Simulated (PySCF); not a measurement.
# C₄H₁₀F₃P₃S: magnetic properties

Programs: PySCF 2.14.0, with routines of our own; each step states its level. All values are computed. Atoms count from 0.

### 1 The system as given

21 atoms, charge 0, multiplicity 1; geometry from: GFN2-xTB.

### 2 Magnetic properties: GIAO PBE0/pcSseg-1

The job: settings as JSON, then the geometry in Å.

```
{"job": {"kind": "mag", "xc": "PBE0", "basis": "pcSseg-1", "isotopologues": 0}, "charge": 0, "multiplicity": 1}
F      4.170634     0.358853    -1.205443
C      3.276507     0.457498    -0.219174
F      3.874874     1.139767     0.774568
F      2.287067     1.253466    -0.661943
C      2.771887    -0.887228     0.243314
P      1.403629    -0.738157     1.501969
P     -0.147596    -0.161796     0.025640
S     -0.044232    -1.093839    -1.669098
C     -1.663149    -0.542878     1.007034
C     -2.905237    -0.342078     0.152684
P     -2.951197     1.403438    -0.496129
H      3.614792    -1.444144     0.659568
H      2.376377    -1.430385    -0.627800
H      1.665998     0.581008     1.882632
H     -0.185279     1.233912    -0.035460
H     -1.574667    -1.585827     1.333959
H     -1.678775     0.098158     1.894545
H     -2.853637    -1.007854    -0.716066
H     -3.812233    -0.573325     0.717118
H     -3.389975     1.978335     0.698851
H     -4.244710     1.320018    -1.002118
```

Method: GIAO PBE0/pcSseg-1 magnetisability, rotational g tensor and spin-rotation constants, non-relativistic, gas phase.

Command:

```console
> OMP_NUM_THREADS=1 python excited_run.py task.json out
```

This one command runs all jobs of the session in turn.

**Question.** How long does this first job take on 1 thread of Arm Neoverse V2, shared host, and how much memory does it need?

About 91 s, with a peak of 1.4 GiB.
